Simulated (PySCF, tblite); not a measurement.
# C₅H₉B₂F₂ radical: geometry, infrared bands and EPR parameters

Aim: predict the infrared bands and EPR parameters of C₅H₉B₂F₂ radical (`CB(CB(F)F)[C@H]1[CH]C1`).

Computed with tblite 0.8.0 and PySCF 2.14.0, with density-fitted response routines of our own, on a single molecule in the gas phase. Atoms are numbered from 0 throughout.

## Step 1: The starting structure

18 atoms, charge 0, multiplicity 2; geometry from: force field or distance geometry start.

Bonds of the start (Å): C0–B1 1.60, B1–C2 1.57, C2–B3 1.60, B3–F4 1.43, B3–F5 1.46, B1–C6 1.58, C6–C7 1.52, C7–C8 1.50, C8–C6 1.50, C0–H9 1.10, C0–H10 1.12, C0–H11 1.10, C2–H12 1.10, C2–H13 1.11, C6–H14 1.09, C7–H15 1.10, C8–H16 1.11, C8–H17 1.11.

## Step 2: Geometry optimisation with GFN2-xTB

What the job is given:

```
{"job": {"kind": "relax", "xc": "GFN2-xTB", "basis": "xTB"}, "charge": 0, "multiplicity": 2}
C     -0.919800    -1.908600     0.248300
B     -0.267700    -0.458500     0.100800
C     -1.010100     0.566600    -0.819800
B     -1.982100     1.425200     0.108900
F     -1.753800     2.830600     0.193200
F     -3.190400     0.767900     0.584500
C      1.282600    -0.362900     0.377200
C      2.063800     0.191800    -0.798300
C      1.969700     0.965700     0.479300
H     -1.187600    -2.244500    -0.764400
H     -1.867600    -1.756900     0.816700
H     -0.239600    -2.620000     0.747200
H     -0.303800     1.213700    -1.360300
H     -1.634100    -0.021800    -1.517600
H      1.714500    -1.162100     0.987400
H      3.036300    -0.280200    -1.017500
H      1.378600     1.901200     0.535800
H      2.902200     0.959200     1.087200
```

Run with:

```
> OMP_NUM_THREADS=1 python probes_run.py task.json out
```

One launch serves the whole session: the jobs run in the order shown.

**Question.** This job is followed by: GFN2-xTB harmonic vibrations, gas phase; UKS B3LYP, pcH-1 on B C F H, non-relativistic, mean-field spin-orbit, GIAO. Predict these results of the whole session: strongest single infrared mode (GFN2-xTB); zero-point energy (GFN2-xTB); g(iso) (B3LYP); ⟨S²⟩; largest a(iso) (averaged by class); surface potential, 1st and 99th percentile.

As calculated:

| quantity | value |
| --- | --- |
| strongest single infrared mode (GFN2-xTB) | 1260 cm⁻¹, 402 km/mol |
| zero-point energy (GFN2-xTB) | 83.6 kcal/mol |
| g(iso) (B3LYP) | 2.00266 |
| ⟨S²⟩ | 0.753 (exact 0.75) |
| largest a(iso) (averaged by class) | 13C on C7, 298.2 MHz |
| surface potential, 1st and 99th percentile | -0.84 V and 1.61 V |

What this shows: Over 112 steps the energy fell by 1.174 eV; of the close pairs, B3–F5 changed most, 1.455 to 1.322 Å. No mode is imaginary among the 48: a minimum at this level. The strongest single mode, at 1260 cm⁻¹, moves mainly B3. GFN2-xTB is a fitted tight-binding method: band positions and strengths are rough. Its intensities can rank the bands wrongly. C7 carries the largest spin population, 0.96 e. The isotropic g lies 0.3 ppt above the free-electron value.
